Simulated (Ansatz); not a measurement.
# LiY3: a trial structure relaxed

Where does this trial cell of LiY3 go when cell and atoms are let free?

Method: DFT PBE, scalar-relativistic, plane waves, PAW, in Ansatz 0.2.0.

## Step 1: Starting point

The structure is cubic, space group Im-3m (No. 229). Conventional cell: a = 5.877 Å, b = 5.877 Å, c = 5.877 Å, α = 90.00°, β = 90.00°, γ = 90.00°. Li (site symmetry m-3m) is surrounded by 6 Y at 2.94 Å. Y (site symmetry 4/mmm) is surrounded by 2 Li at 2.94 Å and 4 Y at 2.94 Å.

Structure file:

```cif
data_structure
_symmetry_space_group_name_H-M 'P 1'
_symmetry_Int_Tables_number 1
_cell_length_a 5.0897
_cell_length_b 5.0897
_cell_length_c 5.0897
_cell_angle_alpha 109.471
_cell_angle_beta 109.471
_cell_angle_gamma 109.471
_cell_volume 101.50
loop_
_atom_site_label
_atom_site_type_symbol
_atom_site_fract_x
_atom_site_fract_y
_atom_site_fract_z
_atom_site_occupancy
Li1 Li 0.00000 0.00000 0.00000 1
Y1 Y 0.00000 0.50000 0.50000 1
Y2 Y 0.50000 0.00000 0.50000 1
Y3 Y 0.50000 0.50000 0.00000 1
```

A structure generator made this guess: random cell by space group and Wyckoff sites (Im-3m, No. 229). Lengths come from tabulated atomic sizes and are only a guess.

## Step 2: A first look at the guess

Contents of input.yaml:

```yaml
crystal:
  lattice:
    - [-2.93854783, 2.93854783, 2.93854783]
    - [2.93854783, -2.93854783, 2.93854783]
    - [2.93854783, 2.93854783, -2.93854783]
  atoms:
    - { symbol: Li, position: [0.0, 0.0, 0.0] }
    - { symbol: "Y", position: [0.0, 0.5, 0.5] }
    - { symbol: "Y", position: [0.5, 0.0, 0.5] }
    - { symbol: "Y", position: [0.5, 0.5, 0.0] }
basis:
  ecutwfc: 420
kpoints:
  mp_grid: { grid: [4, 4, 4] }
hamiltonian:
  xc: pbe
scf:
  occupations: { method: gaussian, width: 0.1 }
  lower_state_search: "off"
output:
  forces: true
  stress: true
  eigenvalues: true
```

On the command line:

```
$ ansatz run input.yaml --threads 1 --pin off --max-ram 2560MiB --backend cpu --events-out ev --progress --plain --runs-dir out
```

The session goes on with these runs: a loose first relaxation; relaxation on the finer mesh.

Q: Predict the outcome of this session. Wanted: conventional cell; volume; energy over the elements; gap on the mesh.

**Answer**, as computed:

| quantity | value |
| --- | --- |
| symmetry at the end (tolerance 0.05 Å) | space group Im-3m (No. 229) |
| conventional cell | a = 6.248 Å, b = 6.248 Å, c = 6.248 Å, α = 90.00°, β = 90.00°, γ = 90.00° |
| volume | 30.49 Å³/atom |
| energy over the elements | +0.60 eV/atom |
| gap on the mesh | none (metal) |

The space group Im-3m (No. 229) is kept, and the volume per atom grows by 20.2 % from the first guess. The formation energy is positive, so the separate elements lie lower. No finished test with a distortion of lower symmetry is shown, so the end may be a saddle point.
